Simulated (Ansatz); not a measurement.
# Al: the cost of one run

Method: run time, RPA energy, PBE, NC, in Ansatz 0.2 early development.

## 1. The starting structure

Symmetry: Fm-3m, No. 225, cubic system. The conventional cell has a = 4.050 Å, b = 4.050 Å, c = 4.050 Å, α = 90.00°, β = 90.00°, γ = 90.00°. Al (site symmetry m-3m) is surrounded by 12 Al at 2.86 Å.

As a file:

```
Al
1.0
     0.00000    2.02500    2.02500
     2.02500    0.00000    2.02500
     2.02500    2.02500    0.00000
Al
1
Direct
  0.00000 0.00000 0.00000
```

## 2. The calculation

Contents of input.yaml:

```yaml
# al12-rpa (own cell; AI-written)
crystal:
  lattice:
    - [0.00000, 2.02500, 2.02500]
    - [2.02500, 0.00000, 2.02500]
    - [2.02500, 2.02500, 0.00000]
  atoms:
    - { symbol: Al, position: [0.000000, 0.000000, 0.000000] }
kpoints:
  mp_grid: { grid: [12, 12, 12] }
hamiltonian:
  xc: pbe
  pseudopotentials: { kind: nc, accuracy: standard }
scf:
  occupations: { method: fermi_dirac, width: 0.1 eV }
output:
  rpa_energy:
    n_empty_bands: 38
    ecut_chi_ladder: [64 eV, 80 eV, 100 eV]
    long_wavelength: mesh_fit
```

Launch:

```bash
ansatz run input --backend cpu --threads 36 --events-out ev
```

What time and memory should one allow on 36 threads of Arm Neoverse V2 (Grace), host not shared?

About 42 s, with a peak of 1 GiB.
